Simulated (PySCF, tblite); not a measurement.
# C6H7O3PS: geometry, infrared bands and NMR shifts

Wanted: the infrared bands and NMR shifts of C6H7O3PS (`COC(=O)c1occ(SC)p1`), by calculation.

The runs use tblite 0.8.0 and PySCF 2.14.0, with density-fitted response routines of our own; the level of theory stands in each step. All values are computed, except where a source is named. Atoms are numbered from 0 throughout.

### 1 The starting structure

18 atoms, charge 0, multiplicity 1; geometry from: force field or distance geometry start.

Bonds of the start (Å): C0–O1 1.40, O1–C2 1.38, C2–O3 1.26, C2–C4 1.47, C4–O5 1.26, O5–C6 1.27, C6–C7 1.37, C7–S8 1.80, S8–C9 1.80, C7–P10 1.81, P10–C4 1.83, C0–H11 1.12, C0–H12 1.10, C0–H13 1.11, C6–H14 1.11, C9–H15 1.12, C9–H16 1.12, C9–H17 1.09.

### 2 Geometry optimisation with GFN2-xTB

Job settings and geometry (Å):

```
{"job": {"kind": "relax", "xc": "GFN2-xTB", "basis": "xTB"}, "charge": 0, "multiplicity": 1}
C     -4.012300     0.909900    -0.423900
O     -2.643900     0.612200    -0.415200
C     -2.113300    -0.624600    -0.091200
O     -2.868900    -1.595800     0.200700
C     -0.649800    -0.769400    -0.117300
O     -0.044600    -1.848500     0.138600
C      1.222600    -1.923300     0.098900
C      1.903700    -0.779000    -0.237300
S      3.676300    -0.524900    -0.396500
C      4.006500     1.182600    -0.875100
P      0.624900     0.472400    -0.526300
H     -4.504500     0.706900     0.565400
H     -4.584100     0.441500    -1.233400
H     -4.095700     2.010800    -0.565700
H      1.779600    -2.849200     0.332300
H      4.875200     1.606000    -0.299200
H      4.329100     1.213000    -1.947600
H      3.090600     1.765900    -0.748300
```

Started as:

```bash
> OMP_NUM_THREADS=1 python probes_run.py task.json out
```

This one command runs all jobs of the session in turn.

**Question.** This job is followed by: GFN2-xTB harmonic vibrations, gas phase; GIAO PBE0/pcSseg-1 NMR shielding, non-relativistic, gas phase. What will the session give for the following? strongest single infrared mode (GFN2-xTB); zero-point energy (GFN2-xTB); ¹³C shifts against TMS (PBE0/pcSseg-1); ¹H shifts against TMS (PBE0/pcSseg-1, means over atoms taken as alike); ¹⁷O shifts against H2O (PBE0/pcSseg-1); ³³S shifts against CS2 (PBE0/pcSseg-1); ³¹P shifts against H3PO4 (PBE0/pcSseg-1).

The runs gave:

| quantity | value |
| --- | --- |
| strongest single infrared mode (GFN2-xTB) | 1764 cm⁻¹, 674 km/mol |
| zero-point energy (GFN2-xTB) | 76.2 kcal/mol |
| ¹³C shifts against TMS (PBE0/pcSseg-1) | 189.1, 165.2, 160.3, 150.7, 53.5, 24.5 ppm |
| ¹H shifts against TMS (PBE0/pcSseg-1, means over atoms taken as alike) | 8.06, 4.01, 2.60 ppm |
| ¹⁷O shifts against H2O (PBE0/pcSseg-1) | 409.6, 359.5, 176.4 ppm |
| ³³S shifts against CS2 (PBE0/pcSseg-1) | -4 ppm |
| ³¹P shifts against H3PO4 (PBE0/pcSseg-1) | 177.9 ppm |

Over 84 steps the energy fell by 1.190 eV; of the close pairs, C4–P10 changed most, 1.826 to 1.727 Å. No mode is imaginary among the 48: a minimum at this level. The strongest single mode, at 1764 cm⁻¹, moves mainly C2 and O3. Unscaled tight-binding wavenumbers are off by several per cent, some by more. Its intensities can rank the bands wrongly. At PBE0/pcSseg-1: The largest span, 696 ppm, is at O3, where the paramagnetic term is -473 ppm. NICS(1)zz of -23 ppm above the planar ring from C4 marks a diatropic (aromatic) ring current.
